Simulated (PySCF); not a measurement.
# O3Si3: relaxation and vibrations and intensities

The task, for O3Si3: 2 runs in a chain (relaxation and vibrations and intensities).

Computed with PySCF 2.14.0 (relaxation, pbe0, def2-tzvp, and further levels as typed in the inputs, unless a step's input says otherwise).

## (1) The structure to begin with

Bond lengths: Si1–O2 1.714 Å, O2–Si3 1.708 Å, Si3–O4 1.747 Å, O4–Si5 1.717 Å, Si1–O6 1.689 Å, Si5–O6 1.735 Å. Angles: Si1–O2–Si3 116.2°, O2–Si1–O6 124.8°, O2–Si3–O4 123.6°, Si3–O4–Si5 115.5°, O4–Si5–O6 123.7°, Si1–O6–Si5 116.2°.

As a file:

```xyz
6

Si    1.6750   -0.0054    0.0203
O     0.8771    1.5117    0.0224
Si   -0.8302    1.4672    0.0169
O    -1.7572   -0.0121   -0.0383
Si   -0.8390   -1.4629   -0.0039
O     0.8955   -1.5031    0.0030
```

## (2) Relaxation: O3Si3, charge +1

The input, run.py:

```python
from pyscf import gto, dft
from pyscf.geomopt.geometric_solver import optimize
mol = gto.M(atom="mol.xyz", basis="def2-tzvp", charge=1, spin=1, verbose=4)
mf = dft.UKS(mol, xc="pbe0").density_fit().run(conv_tol=1e-9)
for i in range(6):  # look for a lower solution of the same spin
    mo, _, ok, _ = mf.stability(return_status=True)
    if ok: break
    mf.kernel(mf.make_rdm1(mo, mf.mo_occ))
print(f"converged SCF energy = {mf.e_tot:.10f}, stable: {ok}")
mf = mf.newton()  # steadier than the usual iterations for open shells
m = optimize(mf, maxsteps=60)
print("optimised structure (A):")
for k in range(m.natm): print(m.atom_symbol(k), *(f"{x:.8f}" for x in m.atom_coords(unit="A")[k]))
```

The run is started by

```console
python run.py
```

Output:

```text
[... the frontier-level lines of each cycle are left out ...]
cycle= 3 E= -1093.4724209628  delta_E= -1.37  |g|= 0.15  |ddm|= 0.996
cycle= 4 E= -1093.4724794623  delta_E= -5.85e-05  |g|= 0.16  |ddm|= 0.249
cycle= 5 E= -1093.48296807507  delta_E= -0.0105  |g|= 0.0279  |ddm|= 0.125
cycle= 6 E= -1093.48323685134  delta_E= -0.000269  |g|= 0.0113  |ddm|= 0.0275
cycle= 7 E= -1093.48328193416  delta_E= -4.51e-05  |g|= 0.00582  |ddm|= 0.0134
cycle= 8 E= -1093.48329756082  delta_E= -1.56e-05  |g|= 0.00189  |ddm|= 0.00565
cycle= 9 E= -1093.48330055107  delta_E= -2.99e-06  |g|= 0.00111  |ddm|= 0.00543
cycle= 10 E= -1093.48330188832  delta_E= -1.34e-06  |g|= 0.000409  |ddm|= 0.00238
cycle= 11 E= -1093.4833023185  delta_E= -4.3e-07  |g|= 0.000423  |ddm|= 0.0025
cycle= 12 E= -1093.48330254763  delta_E= -2.29e-07  |g|= 0.000343  |ddm|= 0.00116
cycle= 13 E= -1093.48330306175  delta_E= -5.14e-07  |g|= 0.000375  |ddm|= 0.00389
cycle= 14 E= -1093.48330333879  delta_E= -2.77e-07  |g|= 0.000296  |ddm|= 0.00207
cycle= 15 E= -1093.48330390898  delta_E= -5.7e-07  |g|= 0.000208  |ddm|= 0.00629
cycle= 16 E= -1093.48330400047  delta_E= -9.15e-08  |g|= 0.000162  |ddm|= 0.00151
cycle= 17 E= -1093.48330417721  delta_E= -1.77e-07  |g|= 4.73e-05  |ddm|= 0.00521
cycle= 18 E= -1093.48330418738  delta_E= -1.02e-08  |g|= 2.24e-05  |ddm|= 0.00129
cycle= 19 E= -1093.48330418817  delta_E= -7.91e-10  |g|= 1.19e-05  |ddm|= 0.000132
Extra cycle  E= -1093.48330418861  delta_E= -4.37e-10  |g|= 1.63e-05  |ddm|= 4.75e-05
converged SCF energy = -1093.48330418861  <S^2> = 0.76007971  2S+1 = 2.0100544
uhf_internal: lowest eigs of H = [0.01132964 0.06997067 0.08512719]
<class 'pyscf.df.df_jk.DFUKS'> wavefunction is stable in the internal stability analysis
converged SCF energy = -1093.4833041886, stable: True
Create scanner for <class 'pyscf.df.grad.uks.Gradients'>
Create scanner for <class 'pyscf.soscf.newton_ah.SecondOrderDFUKS'>

Geometry optimization cycle 1
Cartesian coordinates (Angstrom)
 Atom        New coordinates             dX        dY        dZ
  Si   1.675035  -0.005355   0.020264    0.000000  0.000000  0.000000
   O   0.877056   1.511727   0.022388    0.000000 -0.000000  0.000000
  Si  -0.830249   1.467198   0.016917    0.000000  0.000000  0.000000
   O  -1.757218  -0.012058  -0.038289    0.000000  0.000000  0.000000
  Si  -0.839037  -1.462889  -0.003948    0.000000  0.000000  0.000000
   O   0.895493  -1.503058   0.003012    0.000000  0.000000  0.000000

WARN: Mole.unit (angstrom) is changed to Bohr

New geometry
   1 Si     1.675035000000  -0.005355000000   0.020264000000 AA    3.165357399061  -0.010119483397   0.038293410188 Bohr
   2 O      0.877056000000   1.511727000000   0.022388000000 AA    1.657395635907   2.856750005110   0.042307188477 Bohr
   3 Si    -0.830249000000   1.467198000000   0.016917000000 AA   -1.568943225194   2.772602390510   0.031968496849 Bohr
   4 O     -1.757218000000  -0.012058000000  -0.038289000000 AA   -3.320660761156  -0.022786317610  -0.072355723583 Bohr
   5 Si    -0.839037000000  -1.462889000000  -0.003948000000 AA   -1.585550138377  -2.764459560639  -0.007460638740 Bohr
   6 O      0.895493000000  -1.503058000000   0.003012000000 AA    1.692236516465  -2.840367969337   0.005691855087 Bohr

******** <class 'pyscf.scf.hf.SecondOrderDFUKS_Scanner'> ********
method = SecondOrderDFUKS_Scanner
initial guess = minao
damping factor = 0
level_shift factor = 0
DIIS = <class 'pyscf.scf.diis.CDIIS'>
diis_start_cycle = 1
diis_space = 8
diis_damp = 0
SCF conv_tol = 1e-09
SCF conv_tol_grad = None
SCF max_cycles = 50
direct_scf = False
number electrons alpha = 33  beta = 32
XC library pyscf.dft.libxc version 7.0.0
    S. Lehtola, C. Steigemann, M. J.T. Oliveira, and M. A.L. Marques.,  SoftwareX 7, 1–5 (2018)
XC functionals = pbe0
    C. Adamo and V. Barone.,  J. Chem. Phys. 110, 6158 (1999)
    M. Ernzerhof and G. E. Scuseria.,  J. Chem. Phys. 110, 5029 (1999)
radial grids:
    Treutler-Ahlrichs [JCP 102, 346 (1995); DOI:10.1063/1.469408] (M4) radial grids

becke partition: Becke, JCP 88, 2547 (1988); DOI:10.1063/1.454033
pruning grids: <function nwchem_prune at 0xf09f9ee7c0e0>
grids dens level: 3
symmetrized grids: False
atomic radii adjust function: <function treutler_atomic_radii_adjust at 0xf09f9ee7c7c0>
small_rho_cutoff = 0
******** <class 'pyscf.df.df_jk.DFUKS'> Newton solver flags ********
SCF tol = 1e-09
conv_tol_grad = None
max. SCF cycles = 50
direct_scf = False
max_cycle_inner = 12
max_stepsize = 0.05
ah_start_tol = 1e+09
ah_level_shift = 0
ah_conv_tol = 1e-12
ah_lindep = 1e-14
ah_start_cycle = 1
ah_max_cycle = 40
ah_grad_trust_region = 2.5
kf_interval = 4
kf_trust_region = 5
canonicalization = True
Set conv_tol_grad to 3.16228e-05
tot grids = 99792
******** <class 'pyscf.df.df.DF'> ********
auxbasis = def2-tzvp-jkfit
Initial guess E= -1093.48330418855  |g|= 3.47377e-05
macro= 0  E= -1093.48330418918  delta_E= -6.27324e-10  |g|= 3.47377e-05  1 KF 3 JK
macro= 1  E= -1093.48330418918  delta_E= 1.36424e-12  |g|= 8.34718e-06  1 KF 2 JK
Canonicalize SCF orbitals
macro X = 2  E=-1093.48330418918  |g|= 8.34718e-06  total 3 KF 8 JK
converged SCF energy = -1093.48330418918  <S^2> = 0.76007956  2S+1 = 2.0100543

******** <class 'pyscf.grad.rhf.Gradients_Scanner'> for <class 'pyscf.scf.hf.SecondOrderDFUKS_Scanner'> ********
unit = Eh/Bohr
grid_response = False
--------------- SecondOrderDFUKS_Scanner gradients ---------------
         x                y                z
0 Si    -0.0088234325    -0.0058964437     0.0002965915
1 O    -0.0039101635     0.0746236179     0.0007500744
2 Si     0.0455986084    -0.0267223467     0.0002223558
3 O    -0.0776134667    -0.0007086829    -0.0017180678
4 Si     0.0390468536     0.0263033336     0.0006142635
5 O     0.0056441996    -0.0676062768    -0.0001760177
----------------------------------------------
cycle 1: E = -1093.48330419  dE = -1093.48  norm(grad) = 0.146073

Geometry optimization cycle 2
Cartesian coordinates (Angstrom)
 Atom        New coordinates             dX        dY        dZ
  Si   1.709414  -0.001587   0.016529    0.034379  0.003768 -0.003735
   O   0.838083   1.403495   0.022259   -0.038973 -0.108232 -0.000129
  Si  -0.874515   1.525968   0.019415   -0.044266  0.058770  0.002498
   O  -1.620196  -0.009787  -0.039760    0.137022  0.002271 -0.001471
  Si  -0.879201  -1.520754  -0.002381   -0.040164 -0.057865  0.001567
   O   0.851139  -1.401338   0.004967   -0.044354  0.101720  0.001955
New geometry
   1 Si     1.709414312424  -0.001586878761   0.016529193860 AA    3.230324883893  -0.002998766251   0.031235649455 Bohr
   2 O      0.838082809738   1.403494797692   0.022259483108 AA    1.583746980111   2.652220784890   0.042064326748 Bohr
   3 Si    -0.874514660432   1.525968127647   0.019415044983 AA   -1.652593200134   2.883661836068   0.036689117714 Bohr
   4 O     -1.620195577585  -0.009787057913  -0.039759529039 AA   -3.061725909867  -0.018494859020  -0.075134620725 Bohr
   5 Si    -0.879200789208  -1.520753968920  -0.002381343958 AA   -1.661448700105  -2.873808504104  -0.004500087888 Bohr
   6 O      0.851138949554  -1.401338295943   0.004966976749 AA    1.608419508608  -2.648145587197   0.009386225722 Bohr

******** <class 'pyscf.scf.hf.SecondOrderDFUKS_Scanner'> ********
method = SecondOrderDFUKS_Scanner
initial guess = minao
damping factor = 0
level_shift factor = 0
DIIS = <class 'pyscf.scf.diis.CDIIS'>
diis_start_cycle = 1
diis_space = 8
diis_damp = 0
SCF conv_tol = 1e-09
SCF conv_tol_grad = None
SCF max_cycles = 50
direct_scf = False
number electrons alpha = 33  beta = 32
XC library pyscf.dft.libxc version 7.0.0
    S. Lehtola, C. Steigemann, M. J.T. Oliveira, and M. A.L. Marques.,  SoftwareX 7, 1–5 (2018)
XC functionals = pbe0
    C. Adamo and V. Barone.,  J. Chem. Phys. 110, 6158 (1999)
    M. Ernzerhof and G. E. Scuseria.,  J. Chem. Phys. 110, 5029 (1999)
radial grids:
    Treutler-Ahlrichs [JCP 102, 346 (1995); DOI:10.1063/1.469408] (M4) radial grids

becke partition: Becke, JCP 88, 2547 (1988); DOI:10.1063/1.454033
pruning grids: <function nwchem_prune at 0xf09f9ee7c0e0>
[... 785 lines left out ...]
symmetrized grids: False
atomic radii adjust function: <function treutler_atomic_radii_adjust at 0xf09f9ee7c7c0>
small_rho_cutoff = 0
******** <class 'pyscf.df.df_jk.DFUKS'> Newton solver flags ********
SCF tol = 1e-09
conv_tol_grad = None
max. SCF cycles = 50
direct_scf = False
max_cycle_inner = 12
max_stepsize = 0.05
ah_start_tol = 1e+09
ah_level_shift = 0
ah_conv_tol = 1e-12
ah_lindep = 1e-14
ah_start_cycle = 1
ah_max_cycle = 40
ah_grad_trust_region = 2.5
kf_interval = 4
kf_trust_region = 5
canonicalization = True
Set conv_tol_grad to 3.16228e-05
tot grids = 99792
******** <class 'pyscf.df.df.DF'> ********
auxbasis = def2-tzvp-jkfit
Initial guess E= -1093.55160235121  |g|= 0.000984353
macro= 0  E= -1093.55160324129  delta_E= -8.90077e-07  |g|= 0.000115352  2 KF 9 JK
macro= 1  E= -1093.55160324129  delta_E= -4.54747e-13  |g|= 9.41383e-06  1 KF 2 JK
Canonicalize SCF orbitals
macro X = 2  E=-1093.55160324129  |g|= 9.41383e-06  total 4 KF 14 JK
converged SCF energy = -1093.55160324129  <S^2> = 0.75506046  2S+1 = 2.0050541

******** <class 'pyscf.grad.rhf.Gradients_Scanner'> for <class 'pyscf.scf.hf.SecondOrderDFUKS_Scanner'> ********
unit = Eh/Bohr
grid_response = False
--------------- SecondOrderDFUKS_Scanner gradients ---------------
         x                y                z
0 Si     0.0000382718    -0.0000640876    -0.0000001044
1 O     0.0003289707    -0.0000945905     0.0000194395
2 Si    -0.0003493187     0.0000594175    -0.0000817649
3 O    -0.0001549289     0.0000474546     0.0001230863
4 Si    -0.0001511897    -0.0001290199    -0.0000823441
5 O     0.0001276326     0.0001746801     0.0000176860
----------------------------------------------
cycle 11: E = -1093.55160324  dE = 4.22576e-07  norm(grad) = 0.000624632

Geometry optimization cycle 12
Cartesian coordinates (Angstrom)
 Atom        New coordinates             dX        dY        dZ
  Si   1.691997   0.003989   0.026312    0.008148  0.000421  0.001118
   O   0.845096   1.353228   0.021098    0.007932  0.000325 -0.000264
  Si  -0.888410   1.591831  -0.000749    0.008854  0.000349 -0.001325
   O  -1.327936  -0.001331  -0.005086    0.009223  0.000358  0.002027
  Si  -0.882299  -1.593083  -0.021416    0.008978  0.000457 -0.001098
   O   0.849567  -1.348034   0.003727    0.008314  0.000084 -0.000076
New geometry
   1 Si     1.691997320801   0.003989067921   0.026311554711 AA    3.197411539812   0.007538245864   0.049721632316 Bohr
   2 O      0.845096079769   1.353227781334   0.021097577998 AA    1.597000139708   2.557229890874   0.039868644308 Bohr
   3 Si    -0.888410467132   1.591831483861  -0.000749387732 AA   -1.678852469076   3.008125540957  -0.001416137575 Bohr
   4 O     -1.327935713974  -0.001331098778  -0.005085827979 AA   -2.509434810439  -0.002515412135  -0.009610821996 Bohr
   5 Si    -0.882298697054  -1.593082803694  -0.021416055189 AA   -1.667302897493  -3.010490192735  -0.040470478975 Bohr
   6 O      0.849566671464  -1.348034240384   0.003726599616 AA    1.605448333625  -2.547415520862   0.007042252650 Bohr

******** <class 'pyscf.scf.hf.SecondOrderDFUKS_Scanner'> ********
method = SecondOrderDFUKS_Scanner
initial guess = minao
damping factor = 0
level_shift factor = 0
DIIS = <class 'pyscf.scf.diis.CDIIS'>
diis_start_cycle = 1
diis_space = 8
diis_damp = 0
SCF conv_tol = 1e-09
SCF conv_tol_grad = None
SCF max_cycles = 50
direct_scf = False
number electrons alpha = 33  beta = 32
XC library pyscf.dft.libxc version 7.0.0
    S. Lehtola, C. Steigemann, M. J.T. Oliveira, and M. A.L. Marques.,  SoftwareX 7, 1–5 (2018)
XC functionals = pbe0
    C. Adamo and V. Barone.,  J. Chem. Phys. 110, 6158 (1999)
    M. Ernzerhof and G. E. Scuseria.,  J. Chem. Phys. 110, 5029 (1999)
radial grids:
    Treutler-Ahlrichs [JCP 102, 346 (1995); DOI:10.1063/1.469408] (M4) radial grids

becke partition: Becke, JCP 88, 2547 (1988); DOI:10.1063/1.454033
pruning grids: <function nwchem_prune at 0xf09f9ee7c0e0>
grids dens level: 3
symmetrized grids: False
atomic radii adjust function: <function treutler_atomic_radii_adjust at 0xf09f9ee7c7c0>
small_rho_cutoff = 0
******** <class 'pyscf.df.df_jk.DFUKS'> Newton solver flags ********
SCF tol = 1e-09
conv_tol_grad = None
max. SCF cycles = 50
direct_scf = False
max_cycle_inner = 12
max_stepsize = 0.05
ah_start_tol = 1e+09
ah_level_shift = 0
ah_conv_tol = 1e-12
ah_lindep = 1e-14
ah_start_cycle = 1
ah_max_cycle = 40
ah_grad_trust_region = 2.5
kf_interval = 4
kf_trust_region = 5
canonicalization = True
Set conv_tol_grad to 3.16228e-05
tot grids = 99792
******** <class 'pyscf.df.df.DF'> ********
auxbasis = def2-tzvp-jkfit
Initial guess E= -1093.55160260379  |g|= 0.000626693
macro= 0  E= -1093.5516028862  delta_E= -2.82413e-07  |g|= 8.7937e-05  2 KF 9 JK
macro= 1  E= -1093.5516028862  delta_E= -6.82121e-13  |g|= 5.56684e-06  1 KF 2 JK
Canonicalize SCF orbitals
macro X = 2  E=-1093.5516028862  |g|= 5.56684e-06  total 4 KF 14 JK
converged SCF energy = -1093.5516028862  <S^2> = 0.75506733  2S+1 = 2.0050609

******** <class 'pyscf.grad.rhf.Gradients_Scanner'> for <class 'pyscf.scf.hf.SecondOrderDFUKS_Scanner'> ********
unit = Eh/Bohr
grid_response = False
--------------- SecondOrderDFUKS_Scanner gradients ---------------
         x                y                z
0 Si     0.0000117214     0.0000316643     0.0000029286
1 O     0.0000755058    -0.0000900999     0.0000207639
2 Si    -0.0001265481    -0.0000281817    -0.0001098642
3 O    -0.0000467189     0.0000730926     0.0001733545
4 Si     0.0000259750    -0.0000475645    -0.0001100012
5 O    -0.0001002409     0.0000546382     0.0000179492
----------------------------------------------
cycle 12: E = -1093.55160289  dE = 3.55093e-07  norm(grad) = 0.000332036

Geometry optimization cycle 13
Cartesian coordinates (Angstrom)
 Atom        New coordinates             dX        dY        dZ
  Si   1.700253   0.004404   0.026545    0.008256  0.000415  0.000233
   O   0.853241   1.353700   0.021086    0.008145  0.000473 -0.000012
  Si  -0.879219   1.592300  -0.000855    0.009191  0.000468 -0.000106
   O  -1.318314  -0.000965  -0.004780    0.009622  0.000367  0.000305
  Si  -0.873130  -1.592631  -0.021273    0.009169  0.000452  0.000143
   O   0.858276  -1.348131   0.003920    0.008709 -0.000097  0.000193
New geometry
   1 Si     1.700253218842   0.004404240134   0.026544676546 AA    3.213012926021   0.008322807639   0.050162168738 Bohr
   2 O      0.853240768518   1.353700454869   0.021085711225 AA    1.612391370812   2.558123114402   0.039846219356 Bohr
   3 Si    -0.879219305376   1.592299804553  -0.000855346272 AA   -1.661483690591   3.009010538803  -0.001616370197 Bohr
   4 O     -1.318314062167  -0.000964590922  -0.004780370248 AA   -2.491252523659  -0.001822812665  -0.009033590542 Bohr
   5 Si    -0.873130180440  -1.592630608409  -0.021273457904 AA   -1.649976912124  -3.009635667493  -0.040201009160 Bohr
   6 O      0.858275784832  -1.348131175110   0.003919867176 AA    1.621906172679  -2.547598700946   0.007407475408 Bohr

******** <class 'pyscf.scf.hf.SecondOrderDFUKS_Scanner'> ********
method = SecondOrderDFUKS_Scanner
initial guess = minao
damping factor = 0
level_shift factor = 0
DIIS = <class 'pyscf.scf.diis.CDIIS'>
diis_start_cycle = 1
diis_space = 8
diis_damp = 0
SCF conv_tol = 1e-09
SCF conv_tol_grad = None
SCF max_cycles = 50
direct_scf = False
number electrons alpha = 33  beta = 32
XC library pyscf.dft.libxc version 7.0.0
    S. Lehtola, C. Steigemann, M. J.T. Oliveira, and M. A.L. Marques.,  SoftwareX 7, 1–5 (2018)
XC functionals = pbe0
    C. Adamo and V. Barone.,  J. Chem. Phys. 110, 6158 (1999)
    M. Ernzerhof and G. E. Scuseria.,  J. Chem. Phys. 110, 5029 (1999)
radial grids:
    Treutler-Ahlrichs [JCP 102, 346 (1995); DOI:10.1063/1.469408] (M4) radial grids

becke partition: Becke, JCP 88, 2547 (1988); DOI:10.1063/1.454033
pruning grids: <function nwchem_prune at 0xf09f9ee7c0e0>
grids dens level: 3
symmetrized grids: False
atomic radii adjust function: <function treutler_atomic_radii_adjust at 0xf09f9ee7c7c0>
small_rho_cutoff = 0
******** <class 'pyscf.df.df_jk.DFUKS'> Newton solver flags ********
SCF tol = 1e-09
conv_tol_grad = None
max. SCF cycles = 50
direct_scf = False
max_cycle_inner = 12
max_stepsize = 0.05
ah_start_tol = 1e+09
ah_level_shift = 0
ah_conv_tol = 1e-12
ah_lindep = 1e-14
ah_start_cycle = 1
ah_max_cycle = 40
ah_grad_trust_region = 2.5
kf_interval = 4
kf_trust_region = 5
canonicalization = True
Set conv_tol_grad to 3.16228e-05
tot grids = 99792
******** <class 'pyscf.df.df.DF'> ********
auxbasis = def2-tzvp-jkfit
Initial guess E= -1093.55160239679  |g|= 0.000522556
macro= 0  E= -1093.55160254255  delta_E= -1.45753e-07  |g|= 4.69764e-05  2 KF 8 JK
macro= 1  E= -1093.55160254255  delta_E= -3.86535e-12  |g|= 6.39247e-06  1 KF 2 JK
Canonicalize SCF orbitals
macro X = 2  E=-1093.55160254255  |g|= 6.39247e-06  total 4 KF 13 JK
converged SCF energy = -1093.55160254255  <S^2> = 0.75507377  2S+1 = 2.0050673

******** <class 'pyscf.grad.rhf.Gradients_Scanner'> for <class 'pyscf.scf.hf.SecondOrderDFUKS_Scanner'> ********
unit = Eh/Bohr
grid_response = False
--------------- SecondOrderDFUKS_Scanner gradients ---------------
         x                y                z
0 Si    -0.0000313020     0.0000995800     0.0000037856
1 O    -0.0002160692    -0.0000306996     0.0000172907
2 Si     0.0001367009    -0.0000916462    -0.0001081997
3 O     0.0000581444     0.0000581273     0.0001768193
4 Si     0.0001767559     0.0000489933    -0.0001086858
5 O    -0.0002851336    -0.0000912266     0.0000138633
----------------------------------------------
cycle 13: E = -1093.55160254  dE = 3.43649e-07  norm(grad) = 0.000520506
optimised structure (A):
Si 1.70025322 0.00440424 0.02654468
O 0.85324077 1.35370045 0.02108571
Si -0.87921931 1.59229980 -0.00085535
O -1.31831406 -0.00096459 -0.00478037
Si -0.87313018 -1.59263061 -0.02127346
O 0.85827578 -1.34813118 0.00391987
```

Wall time 30 min (2 threads of Arm Neoverse N1, shared host).

(Part 1 of 2 ends here.)
